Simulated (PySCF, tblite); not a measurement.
# C6H11BF radical: geometry, infrared bands and EPR parameters

What infrared bands and EPR parameters should C6H11BF radical (`C=CCB[CH]CCF`) show?

Computed with tblite 0.8.0 and PySCF 2.14.0, with density-fitted response routines of our own, on a single molecule in the gas phase. Atoms are numbered from 0 throughout.

### Step 1. The starting structure

19 atoms, charge 0, multiplicity 2; geometry from: force field or distance geometry start.

Bonds of the start (Å): C0–C1 1.35, C1–C2 1.50, C2–B3 1.60, B3–C4 1.59, C4–C5 1.52, C5–C6 1.51, C6–F7 1.36, C0–H8 1.08, C0–H9 1.09, C1–H10 1.08, C2–H11 1.10, C2–H12 1.08, B3–H13 1.17, C4–H14 1.09, C5–H15 1.11, C5–H16 1.10, C6–H17 1.10, C6–H18 1.11.

### Step 2. Geometry optimisation with GFN2-xTB

What the job is given:

```
{"job": {"kind": "relax", "xc": "GFN2-xTB", "basis": "xTB"}, "charge": 0, "multiplicity": 2}
C      3.447300     0.875200     0.123400
C      2.377700     0.169900     0.559900
C      1.671200    -0.610200    -0.505800
B      0.175100    -0.043600    -0.514700
C     -0.840100    -0.740000     0.496400
C     -2.216200    -0.731200    -0.152700
C     -2.897800     0.549900     0.255300
F     -4.129800     0.560200    -0.312000
H      3.705200     0.856700    -0.926200
H      4.027400     1.473900     0.831800
H      2.081500     0.148500     1.593700
H      1.600000    -1.673800    -0.247300
H      2.134000    -0.433500    -1.468300
H     -0.258000     0.346600    -1.531100
H     -0.816600    -0.335700     1.511000
H     -2.722300    -1.637900     0.234000
H     -2.113900    -0.733300    -1.249500
H     -2.259100     1.386200    -0.071800
H     -2.975300     0.581300     1.366400
```

Started as:

```console
$ OMP_NUM_THREADS=1 python probes_run.py task.json out
```

The driver reads the jobs from task.json and runs them one after another.

**Question.** This job is followed by: GFN2-xTB harmonic vibrations, gas phase; UKS B3LYP, pcH-1 on B C F H, non-relativistic, mean-field spin-orbit, GIAO. Predict these results of the whole session: strongest single infrared mode (GFN2-xTB); zero-point energy (GFN2-xTB); g(iso) (B3LYP); ⟨S²⟩; largest a(iso) (averaged by class); potential on the surface of density 0.002 e/bohr³, 1st and 99th percentile.

The runs gave:

| quantity | value |
| --- | --- |
| strongest single infrared mode (GFN2-xTB) | 2621 cm⁻¹, 116 km/mol |
| zero-point energy (GFN2-xTB) | 95.9 kcal/mol |
| g(iso) (B3LYP) | 2.00255 |
| ⟨S²⟩ | 0.755 (exact 0.75) |
| largest a(iso) (averaged by class) | 1H on H15, H16, 69.6 MHz |
| potential on the surface of density 0.002 e/bohr³, 1st and 99th percentile | -1.03 V and 1.05 V |

In words: Relaxing lowered the energy by 1.257 eV in 172 steps; the close pair that moved most is B3–C4, from 1.593 to 1.496 Å. No mode is imaginary among the 51: a minimum at this level. The strongest single mode, at 2621 cm⁻¹, moves mainly H13. Unscaled tight-binding wavenumbers are off by several per cent, some by more. Its intensities can rank the bands wrongly. C4 carries the largest spin population, 0.83 e. The isotropic g lies 0.2 ppt above the free-electron value. These values are for one conformer; the search (at its own cheap level) found 2 more, at 0.43, 0.77 kcal/mol, and measured spectra average over such forms.
